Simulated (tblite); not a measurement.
# C3H7ClO3Si2: the cost of one run

The runs use tblite 0.8.0 and PySCF 2.14.0, with density-fitted response routines of our own; the level of theory stands in each step. All values are computed, except where a source is named. Atoms are numbered from 0 throughout.

**1. Starting geometry**

16 atoms, charge 0, multiplicity 1; geometry from: force field or distance geometry start.

Bonds of the start (Å): C0–C1 1.20, C1–Si2 1.84, Si2–O3 1.70, Si2–O4 1.71, Si2–O5 1.73, O5–Si6 1.72, Si6–C7 1.87, C7–Cl8 1.76, C0–H9 1.07, O3–H10 0.99, O4–H11 0.99, Si6–H12 1.44, Si6–H13 1.48, C7–H14 1.12, C7–H15 1.12.

**2. Relaxing the molecule with GFN2-xTB**

What the job is given:

```
{"job": {"kind": "relax", "xc": "GFN2-xTB", "basis": "xTB"}, "charge": 0, "multiplicity": 1}
C     -2.239600     1.854400     0.086300
C     -1.798100     0.746600    -0.022100
Si    -1.074900    -0.940700    -0.181600
O     -2.236000    -1.993000    -0.830600
O     -0.516600    -1.521800     1.330600
O      0.265900    -0.926800    -1.272800
Si     1.135600     0.515400    -0.903700
C      2.214600     0.315200     0.615500
Cl     3.884000    -0.016100     0.155000
H     -2.655100     2.840000     0.179300
H     -3.112000    -1.946900    -0.361600
H      0.102100    -2.273800     1.145400
H      1.940400     0.955700    -2.012700
H      0.105700     1.533000    -0.599900
H      2.170800     1.303600     1.130100
H      1.805700    -0.436000     1.333900
```

Started as:

```bash
$ OMP_NUM_THREADS=1 python probes_run.py task.json out
```

The driver reads the jobs from task.json and runs them one after another.

**Question.** How long does this first job take on 1 thread of Arm Neoverse N1, shared host?

About 3.7 s.
